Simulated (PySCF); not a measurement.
**The bond of GeBr, level by level**

One job finds the state of GeBr, follows it along the bond with each method and fits the curves.

Program: PySCF 2.14.0. Level of theory: Ge cc-pVDZ-PP with ECP10, Br cc-pVDZ-PP with ECP10, scalar-relativistic core potentials. These are calculated values, not measurements.

## Step 1: Set-up

Settings of the job:

| Item | Value |
| --- | --- |
| atoms | Ge, Br |
| charge | 0 |
| basis | Ge cc-pVDZ-PP with ECP10, Br cc-pVDZ-PP with ECP10 |
| Hamiltonian | scalar-relativistic core potentials |
| basis functions | 46 |
| electrons treated | 47 |
| masses in u | 73.9212, 78.9183 |
| levels | PBE0, PBE, r²SCAN, B3LYP, BLYP, TPSSh, CAM-B3LYP, HF, MP2, SCS-MP2, CCSD, CCSD(T) |
| grid | 80 radial by 434 angular points |
| occupations | held fixed by the projection of orbital angular momentum |
| dissociation limit | Ge + Br, each in its ground configuration |
| starting distance in angstrom | 2.275 |
| values of 2S to try | 1, 3 |

Started as:

```bash
> OMP_NUM_THREADS=1 python dia.py task.json out
```

Further steps of the session: First curve: PBE0; Higher solutions at PBE0; PBE (GGA); r²SCAN (meta-GGA); B3LYP (global hybrid GGA); BLYP (GGA); TPSSh (hybrid meta-GGA); CAM-B3LYP; UHF; MP2 and coupled cluster.

What does the calculation give? Wanted: for each run, Re; ωe; De; μ.

As calculated:

Lowest PBE0 solution found, without spin–orbit coupling: ²Π (doublet), unpaired electrons π ↑. State 2 has its PBE0 minimum 3.28 eV higher. The other levels ran on the lowest alone.

```csv
level,Re (Å),ωe (cm⁻¹),De (eV),μ (D)
UHF,2.361,285.1,2.23,-2.49
UHF-MP2,2.340,299.0,3.25,n/a
UHF-SCS-MP2,2.349,293.7,3.14,n/a
UHF-CCSD,2.350,293.3,3.05,n/a
UHF-CCSD(T),2.352,292.1,3.15,n/a
PBE,2.365,281.8,3.78,-1.61
BLYP,2.395,268.7,3.63,-1.74
r²SCAN,2.341,291.9,3.70,-1.63
TPSSh,2.352,286.5,3.64,-1.75
B3LYP,2.369,280.3,3.54,-1.89
PBE0,2.343,292.5,3.59,-1.81
CAM-B3LYP,2.345,291.6,3.46,-1.94
```

De is counted to Ge + Br in their ground configurations. A positive dipole means Ge(−)Br(+).

Differences from CCSD(T) in the same basis:

| level | Re (mÅ) | ωe (%) |
| --- | --- | --- |
| UHF | +9 | -2.4 |
| UHF-MP2 | -12 | +2.4 |
| UHF-SCS-MP2 | -3 | +0.5 |
| UHF-CCSD | -2 | +0.4 |
| PBE | +13 | -3.5 |
| BLYP | +43 | -8.0 |
| r²SCAN | -11 | -0.1 |
| TPSSh | 0 | -1.9 |
| B3LYP | +17 | -4.0 |
| PBE0 | -10 | +0.2 |
| CAM-B3LYP | -7 | -0.2 |

What this shows: Against CCSD(T) in the same basis, the bond length is nearest at TPSSh (0 mÅ) and farthest at BLYP (+43 mÅ); the wavenumber is nearest at r²SCAN (-0.1 %) and farthest at BLYP (-8.0 %). CCSD(T) in a basis this small is itself some way from its limit, more so than the functionals. Of the levels with a De here, UHF gives the least (2.23 eV) and PBE the most (3.78 eV).

Correlated steps freeze 8 core orbitals.
